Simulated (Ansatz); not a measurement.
# C2H7ClInN: one species, many methods

An exercise on one series of results from a longer session: the logs are not shown, and one member is left open.

Computed with Ansatz 0.2.0, Gaussian basis. Level: functionals in def2-TZVPP, the program's frozen cores in correlated methods.

The runs, in order: PBE-D4, r2SCAN-D4, PBE0-D4, B3LYP-D4, ωB97X-V, ωB97M-V, B2PLYP; CCSD(T)/def2-TZVPP; MP2/def2-QZVPP; extrapolation to the limit.

## Structure used throughout

All runs share one geometry, relaxed beforehand with PBE0-D4 in a triple-zeta def2 set. In takes the def2 core potential; no spin-orbit term is included.

SMILES `C[NH][In]([CH3])[Cl]`, 12 atoms, charge 0, spin multiplicity 1.

Atoms are counted from 1 here; the program's logs count them from 0.

Bond lengths: C1–N2 1.443 Å, C1–H6 1.098 Å, C1–H7 1.093 Å, C1–H8 1.098 Å, N2–In3 1.994 Å, N2–H9 1.008 Å, In3–C4 2.126 Å, In3–Cl5 2.350 Å, C4–H10 1.090 Å, C4–H11 1.089 Å, C4–H12 1.090 Å. Angles: N2–C1–H6 112.5°, N2–C1–H7 110.4°, N2–C1–H8 112.6°, H6–C1–H7 106.7°, H6–C1–H8 107.5°, H7–C1–H8 106.7°, C1–N2–In3 128.8°, C1–N2–H9 113.8°, In3–N2–H9 117.4°, N2–In3–C4 132.3°, N2–In3–Cl5 108.2°, C4–In3–Cl5 119.5°, In3–C4–H10 108.9°, In3–C4–H11 110.9°, In3–C4–H12 109.0°, H10–C4–H11 109.7°, H10–C4–H12 108.8°, H11–C4–H12 109.6°.

As a file:

```mol
C2H7ClInN
  3D, bonds by distance, orders not assigned

 12 11  0  0  0  0  0  0  0  0999 V2000
   -1.5695    0.8837    1.1243 C   0  0
   -0.3538    1.3003    0.4691 N   0  0
    0.9656    0.1941   -0.5366 In  0  0
    1.0452   -1.8821   -0.9867 C   0  0
    2.6810    1.6100   -1.2957 Cl  0  0
   -2.4595    1.3767    0.7118 H   0  0
   -1.7200   -0.1923    1.0013 H   0  0
   -1.5542    1.0795    2.2045 H   0  0
   -0.1662    2.2870    0.5495 H   0  0
    1.1079   -2.0076   -2.0675 H   0  0
    0.1617   -2.3952   -0.6088 H   0  0
    1.9385   -2.3093   -0.5311 H   0  0
  1  2  8  0
  2  3  8  0
  3  4  8  0
  3  5  8  0
  1  6  8  0
  1  7  8  0
  1  8  8  0
  2  9  8  0
  4 10  8  0
  4 11  8  0
  4 12  8  0
M  END
```

Set-up of the first run:

Contents of in.yaml:

```yaml
crystal:
  periodic: [false, false, false]
  atoms:
    - {symbol: C, position_ang: [-1.569533, 0.883719, 1.124316]}
    - {symbol: N, position_ang: [-0.353788, 1.300268, 0.469058]}
    - {symbol: In, position_ang: [0.965646, 0.194091, -0.536582]}
    - {symbol: C, position_ang: [1.045178, -1.882138, -0.986686]}
    - {symbol: Cl, position_ang: [2.681015, 1.610003, -1.295653]}
    - {symbol: H, position_ang: [-2.459544, 1.376669, 0.711751]}
    - {symbol: H, position_ang: [-1.719970, -0.192300, 1.001297]}
    - {symbol: H, position_ang: [-1.554167, 1.079538, 2.204523]}
    - {symbol: H, position_ang: [-0.166169, 2.286999, 0.549465]}
    - {symbol: H, position_ang: [1.107891, -2.007580, -2.067480]}
    - {symbol: H, position_ang: [0.161713, -2.395181, -0.608786]}
    - {symbol: H, position_ang: [1.938527, -2.309290, -0.531123]}
basis:
  gaussian: {orbitals: def2-TZVPP}
hamiltonian: {xc: pbe, dispersion: d4}
output: {forces: true, orbitals: {seedname: orbitals}}
```

The run is started by

```console
$ ansatz run in.yaml --threads 2 --pin off --events-out ev --progress --plain --max-ram 32768MiB --backend cuda --devices 0, --max-vram 18GiB
```

Steps of the session up to this table: PBE-D4 (GGA); r2SCAN-D4 (meta-GGA); PBE0-D4 (hybrid); B3LYP-D4 (hybrid); ωB97X-V (range-separated); ωB97M-V (range-separated); B2PLYP (double hybrid); CCSD(T) in def2-TZVPP; MP2 in def2-QZVPP.

One of the session's tables, all rows but one given; the rest of the session is left out.

| method | atomisation energy (kJ/mol) |
| --- | --- |
| PBE-D4 | ? |
| r2SCAN-D4 | 4070.4 |
| PBE0-D4 | 4076.5 |
| B3LYP-D4 | 4058.1 |
| ωB97X-V | 4091.7 |
| ωB97M-V | 4086.6 |
| B2PLYP | 4019.5 |
| HF/def2-TZVPP | 2932.6 |
| MP2/def2-TZVPP | 4015.3 |
| CCSD/def2-TZVPP | 3913.3 |
| CCSD(T)/def2-TZVPP | 3974.3 |
| MP2/CBS | 4128.1 |
| CCSD(T)/CBS | 4087.1 |

**Question.** Estimate the row for PBE-D4.

**Answer.** atomisation energy (kJ/mol): 4135.9. In the column «atomisation energy (kJ/mol)» it is the highest.

Limits of these values: Free atoms (2 C, 1 N, 1 In, 1 Cl, 7 H) were run apart at each level; the atomisation energy is their sum less the molecule, without zero-point or spin-orbit terms.
